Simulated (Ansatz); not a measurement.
# P: the cost of one run

Computed with the Python package of Ansatz 0.2.0. Level of theory: DFT PBE+D4, plane waves, PAW.

**1. Starting point**

It takes space group Cmce (No. 64, orthorhombic). Conventional cell: a = 3.316 Å, b = 10.484 Å, c = 4.379 Å, α = 90.00°, β = 90.00°, γ = 90.00°. Around P (site symmetry m) lie 3 P at 2.22 to 2.24 Å.

No structure file is read: the coordinates are typed or built in the script.

**2. The script**

Input file elastic.py:

```python
"""Elastic constants of P."""

import logging
import sys
import warnings

import ansatz as az
import numpy as np
from pymatgen.core import Lattice, Structure
from pymatgen.io.ase import AseAtomsAdaptor

logging.basicConfig(stream=sys.stdout, format="%(levelname)s %(message)s")
logger = logging.getLogger("calc")
logger.setLevel(logging.INFO)


def main() -> None:
    warnings.simplefilter("ignore", az.DeckWarning)

    pmg_structure = Structure(
        Lattice([(1.6582, -5.242, 0.0), (1.6582, 5.242, 0.0), (0.0, 0.0, 4.3793)]),
        ["P", "P", "P", "P"],
        [
            (0.89838, 0.10162, 0.08068),
            (0.60162, 0.39838, 0.58068),
            (0.10162, 0.89838, 0.91932),
            (0.39838, 0.60162, 0.41932),
        ],
    )
    crystal = az.Crystal.from_ase(AseAtomsAdaptor.get_atoms(pmg_structure))

    job = (
        crystal.calculation()
        .pseudopotentials("paw")
        .occupations(az.OccupationsMethod.FIXED)
        .functional("PBE", dispersion="D4")
        .kpoints(8, 8, 6)
    )
    out = job.elastic(az.ElasticMode.RELAXED_ION, amplitude=0.003).run(threads=1, pin="off")
    elastic = out.elastic

    C = np.asarray(elastic.c_gpa)
    for i in range(6):
        for j in range(i, 6):
            if abs(C[i, j]) > 0.05:
                logger.info(f"C{i + 1}{j + 1} = {C[i, j]:.1f} GPa")
    print("smallest eigenvalue of C:", round(elastic.stability.min_eigenvalue_gpa, 1), "GPa; tensor positive definite:", elastic.stability.min_eigenvalue_gpa > 0)
    # averaged moduli need a positive definite tensor
    if elastic.stability.min_eigenvalue_gpa > 0:
        m = elastic.moduli
        anisotropy = 5 * m.g_voigt_gpa / m.g_reuss_gpa + m.k_voigt_gpa / m.k_reuss_gpa - 6
        logger.info(f"Voigt K {m.k_voigt_gpa:.1f} G {m.g_voigt_gpa:.1f}; Reuss K {m.k_reuss_gpa:.1f} G {m.g_reuss_gpa:.1f}; universal anisotropy index {anisotropy:.3f}")


if __name__ == "__main__":
    main()
```

**3. What the engine is handed**

The engine receives this input:

```yaml
crystal:
  lattice:
    - [1.6582, -5.242, 0.0]
    - [1.6582, 5.242, 0.0]
    - [0.0, 0.0, 4.3793]
  atoms:
    - { symbol: P, position: [0.89838, 0.10162000000000003, 0.08068] }
    - { symbol: P, position: [0.60162, 0.39838000000000007, 0.58068] }
    - { symbol: P, position: [0.10162000000000003, 0.89838, 0.9193199999999999] }
    - { symbol: P, position: [0.39837999999999996, 0.60162, 0.41932] }
kpoints:
  mp_grid:
    grid: [8, 8, 6]
hamiltonian:
  xc: pbe
  dispersion: d4
  pseudopotentials:
    kind: paw
scf:
  occupations:
    method: fixed
elastic:
  mode: relaxed_ion
  amplitude: 0.003
```

**4. Running it**

The run is started by

```sh
> python elastic.py
```

**Question.** How long does this script take on 1 thread of Arm Neoverse V2, shared host, and how much memory does it need?

About 9.7 min, with a peak of 0.58 GiB.
